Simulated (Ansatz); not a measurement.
**InH₂+ (singlet): the correlation ladder at distance In1–H2 = 1.506 Å, def2-TZVPP**

The task here is to estimate one member of a computed series from the others.

The runs use Ansatz 0.2.0, Gaussian basis; def2-TZVPP, core rule «outside noble gas», up to 9 orbitals frozen.

The runs, in order: UHF; CCSD(T) on RHF; BCCD(T) on RHF; CCSDT(Q) on RHF; CASSCF and NEVPT2, 2 electrons in 2 orbitals; Full CI.

31 further runs of the same task are left out: 12 for a known fault of the program, 1 for a mislabelled method, 14 that didn't finish, 4 set aside as unsound or not needed.

### The system

The geometry derives from a PBE0/def2-TZVP stationary point (not a proven minimum). One bond is set to the value named and the two fragments are kept rigid. No spin-orbit coupling is included. Elements past krypton take def2 core potentials.

3 atoms, charge 1, spin multiplicity 1.

Atoms are counted from 1 here; the program's logs count them from 0.

Bond lengths: In1–H2 1.506 Å, In1–H3 1.665 Å. Angles: H2–In1–H3 180.0°.

The first run:

The input, in.yaml:

```yaml
crystal:
  periodic: [false, false, false]
  atoms:
    - {symbol: In, position_ang: [0.000000, 0.000000, 0.053133]}
    - {symbol: H, position_ang: [0.000000, 0.000000, 1.559133]}
    - {symbol: H, position_ang: [0.000000, 0.000000, -1.612267]}
basis:
  gaussian: {orbitals: def2-TZVPP}
total_charge: 1
magnetization: {spin_polarized: true, initial_magnetization: 0}
hamiltonian: {xc: hf}
output: {orbitals: {seedname: orbitals}}
```

On the command line:

```sh
$ ansatz run in.yaml --threads 1 --pin off --events-out ev --progress --plain --max-ram 2393MiB
```

Steps of the session up to this table: UHF; CCSD(T) on RHF; BCCD(T) on RHF; CCSDT(Q) on RHF; CASSCF and NEVPT2, 2 electrons in 2 orbitals; Full CI.

One table of the session follows, with a row left open; its other results are not shown here.

```
     method  from FCI (meV)
        RHF         +1904.8
       RMP2               ?
      RCCSD           +23.7
   RCCSD(T)            +5.9
    BCCD(T)            +5.6
     RCCSDT            +0.5
  RCCSDT(Q)            +0.1
CASSCF pair         +1470.9
NEVPT2 pair          +388.1
        FCI               0
```

Q: Estimate the row for RMP2 from the others.

The run gave: from FCI (meV): +417.5. In the column «from FCI (meV)» it lies between NEVPT2 pair (+388.1) and CASSCF pair (+1470.9).
